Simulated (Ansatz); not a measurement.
# BaH2Pd2 (element-swapped structure): how the settings move a single-point run

Aim: see which settings change the result for BaH2Pd2 (element-swapped structure), by how much, and at what cost.

Method: reference: DFT PBE, plane waves, PAW, scalar-relativistic, no spin polarisation, in Ansatz 0.2.0.

### Step 1. Starting point

It takes space group P4/nmm (No. 129, tetragonal). The conventional cell has a = 4.179 Å, b = 4.179 Å, c = 10.121 Å, α = 90.00°, β = 90.00°, γ = 90.00°. H (site symmetry 4mm) is surrounded by 5 Pd at 2.39 to 2.49 Å and 4 Ba at 3.19 Å. Pd (site symmetry -4m2) has 4 H at 2.49 Å as nearest neighbours. Around Pd (site symmetry 4mm) lie 5 H at 2.39 to 2.47 Å. Ba (site symmetry 4mm) is surrounded by 8 Pd at 3.18 to 3.30 Å and 8 H at 3.19 to 3.26 Å. H (site symmetry -4m2) has 4 Pd at 2.47 Å and 4 Ba at 3.26 Å as nearest neighbours.

Structure file:

```xyz
10
Lattice="4.1789 0.0000 0.0000 0.0000 4.1789 0.0000 0.0000 0.0000 10.1213" Properties=species:S:1:pos:R:3 pbc="T T T"
H     0.0000    2.0894    8.7751
H     2.0894    0.0000    1.3461
Pd    0.0000    0.0000    0.0000
Pd    2.0894    2.0894    0.0000
Pd    0.0000    2.0894    6.3865
Pd    2.0894    0.0000    3.7347
Ba    0.0000    2.0894    2.5607
Ba    2.0894    0.0000    7.5606
H     0.0000    0.0000    5.0606
H     2.0894    2.0894    5.0606
```

### Step 2. Baseline

File input.yaml:

```yaml
crystal:
  lattice:
    - [4.178883, 0.0, 0.0]
    - [0.0, 4.178883, 0.0]
    - [0.0, 0.0, 10.121254]
  atoms:
    - { symbol: H, position: [0.0, 0.5, 0.867] }
    - { symbol: H, position: [0.5, 0.0, 0.133] }
    - { symbol: Pd, position: [0.0, 0.0, 0.0] }
    - { symbol: Pd, position: [0.5, 0.5, 0.0] }
    - { symbol: Pd, position: [0.0, 0.5, 0.631] }
    - { symbol: Pd, position: [0.5, 0.0, 0.369] }
    - { symbol: Ba, position: [0.0, 0.5, 0.253] }
    - { symbol: Ba, position: [0.5, 0.0, 0.747] }
    - { symbol: H, position: [0.0, 0.0, 0.5] }
    - { symbol: H, position: [0.5, 0.5, 0.5] }
  symmetry: { tolerance: 0.0003 }
kpoints:
  mp_grid: { grid: [4, 4, 2], shift: [0, 0, 0] }
magnetization:
  spin_polarized: false
scf:
  occupations: { method: fermi_dirac, width: 0.0303 }
hamiltonian:
  pseudopotentials: { kind: paw }
  xc: pbe
basis:
  ecutwfc: 420
output:
  forces: true
  stress: true
  eigenvalues: true
```

Launch:

```bash
ansatz run input.yaml --threads 1 --pin off --max-ram 2560MiB --backend cpu --events-out ev --progress --plain --runs-dir out
```

### Step 3. Again, with symmetry.detect false, xc_grid 2, tolerance left out

input.yaml, as its differences from that of step 2:

```diff
@@ -16,3 +16,3 @@
     - { symbol: H, position: [0.5, 0.5, 0.5] }
-  symmetry: { tolerance: 0.0003 }
+  symmetry: { detect: false }
 kpoints:
@@ -28,2 +28,3 @@
   ecutwfc: 420
+  xc_grid: 2
 output:
```

### Step 4. Again, with xc r2scan, dispersion d3bjatm

input.yaml, as its differences from that of step 2:

```diff
@@ -25,3 +25,4 @@
   pseudopotentials: { kind: paw }
-  xc: pbe
+  xc: r2scan
+  dispersion: d3bjatm
 basis:
```

### Step 5. Variant: scf.algorithm direct_min, xc r2scan, ecutwfc 700 eV

input.yaml, as its differences from that of step 2:

```diff
@@ -23,7 +23,8 @@
   occupations: { method: fermi_dirac, width: 0.0303 }
+  algorithm: direct_min
 hamiltonian:
   pseudopotentials: { kind: paw }
-  xc: pbe
+  xc: r2scan
 basis:
-  ecutwfc: 420
+  ecutwfc: "700 eV"
 output:
@@ -32 +33,5 @@
   eigenvalues: true
+  write_density: true
+  write_potential: true
+  elf: true
+  volumetric_format: npy
```

### Step 6. Again, with ecutwfc 25.7 Ry

input.yaml, as its differences from that of step 2:

```diff
@@ -27,3 +27,3 @@
 basis:
-  ecutwfc: 420
+  ecutwfc: "25.7 Ry"
 output:
```

Q: Predict the outcome of this session. Wanted: for each run, ending; energy change; pressure; gap; force.

**Answer**, as computed:

| run | ending | energy change | pressure (GPa) | gap (eV) | force (eV/Å) | cycles | time |
| --- | --- | --- | --- | --- | --- | --- | --- |
| reference | converged | 0 | -6.3 | 0.00 | 0.88 | 8 | 6.5 s |
| 1: symmetry.detect false, xc_grid 2, tolerance left out | converged | 0.0 meV/atom | -6.3 | 0.00 | 0.88 | 8 | 11 s |
| 2: xc r2scan, dispersion d3bjatm | converged | not comparable | -8.0 | 0.00 | 0.77 | 9 | 11 s |
| 3: scf.algorithm direct_min, xc r2scan, ecutwfc 700 eV | converged | not comparable | -7.5 | 0.00 | 0.78 | 8 | 99 s |
| 4: ecutwfc 25.7 Ry | converged | +6.2 meV/atom | -6.3 | 0.00 | 0.88 | 8 | 4.5 s |

Times don't compare one to one where runs were asked for different outputs or read a saved state (see the inputs); cycles may leave out searches for a lower state.

Residual by cycle in the longest SCF loop of each run; runs are numbered as in the table. The quantity is the density residual dr2, in eV.

| cycle | reference | run 1 | run 2 | run 3 | run 4 |
| --- | --- | --- | --- | --- | --- |
| 1 | 0.131 | 0.13 | 1.13 | 1.06 | 0.122 |
| 2 | 0.00971 | 0.00975 | 0.0748 | 0.421 | 0.0118 |
| 3 | 0.00228 | 0.00227 | 0.0295 | 0.0293 | 0.00179 |
| 4 | 2.6e-4 | 2.5e-4 | 0.00169 | 0.00101 | 1.8e-4 |
| 5 | 3.6e-5 | 3.6e-5 | 5.7e-4 | 2.7e-5 | 6.5e-5 |
| 6 | 4.1e-6 | 4.2e-6 | 5.3e-5 | 1.8e-6 | 6.4e-6 |
| 7 | 1.2e-6 | 1.2e-6 | 2.3e-6 | 1.5e-7 | 9.2e-7 |
| 8 | 5.6e-8 | 5.5e-8 | 1.7e-7 | 1.9e-8 | 9.6e-8 |
| 9 | - | - | 1.3e-8 | - | - |

**Reading.** Of the converged runs whose energies compare with the reference's, «ecutwfc 25.7 Ry» moves the energy most (+6.2 meV/atom) and «symmetry.detect false, xc_grid 2, tolerance left out» least (0.0 meV/atom). The pressure spans -7.5 to -6.3 GPa over the reference and the converged variants that are taken as comparable (the table has all). Runs 2 and 4 ran under the cutoff that the potentials recommend, as the log warns, so basis error is mixed into their values.

Caveats on the reference run: its mesh is coarse for a cell with so small a gap or none; the structure is made up and not relaxed.
